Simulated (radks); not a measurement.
**Re⁴⁺ in [Xe] 4f14 5d3: an all-electron calculation**

Wanted: eigenvalues, radial structure and energy terms of the rhenium ion Re4+.

Program: radks (a radial shooting solver on a logarithmic mesh, Libxc functionals) version 1. Level of theory: scalar-relativistic Kohn-Sham, BLYP, spin-unpolarised, spherical densities, finite nucleus. These are calculated values, not measurements, unless marked.

### 1 The atom as given

| Property | Result |
| --- | --- |
| element | rhenium (Z = 75) |
| charge | +4 |
| electrons | 71 |
| configuration | [Xe] 4f14 5d3 |
| nuclear rms radius | 5.3698 fm |

The outer shells:

Re⁴⁺
```
[Xe] core
4f [↑↓][↑↓][↑↓][↑↓][↑↓][↑↓][↑↓]
5d [↑ ][↑ ][↑ ][  ][  ]
```

### 2 The calculation

Settings of this run:

```text
Z 75
configuration [Xe] 4f14 5d3 6s0 6p0 5f0 6d0
relativity scalar-relativistic
functional b88,lyp
spin unpolarised
nucleus finite rms 5.3698 fm
c 137.035999084
```

The run is started by

```
$ python run_ks.py task.json out
```

The same process makes all the runs of this session.

What does the calculation give?

The runs gave:

| quantity | value |
| --- | --- |
| total energy | -16687.0167 hartree |
| exchange-correlation share of it | 1.98 % |
| −T/E | 1.1047 |
| highest occupied level | 5d, -45.776 eV |
| most extended occupied level | 5d, <r> = 1.60 bohr |
| radius at density 0.001 e/bohr³ | 3.20 bohr |
| maxima of the radial density | 4 |
| ionisation energy, NIST | 52 (theory) eV |

**Reading.** The radial density shows 4 maxima for 5 occupied principal shells; where shells overlap, one shows as a shoulder or not at all. Relativity lifts −T/E to 1.105. The top level binds by 45.776 eV, 88 % of the NIST ionisation energy of 52 eV; the potential of a semilocal functional falls off too fast, so its top eigenvalue is too shallow. Spin polarisation and multiplet splitting are left out. Spin-orbit splitting is averaged out at the scalar-relativistic level.
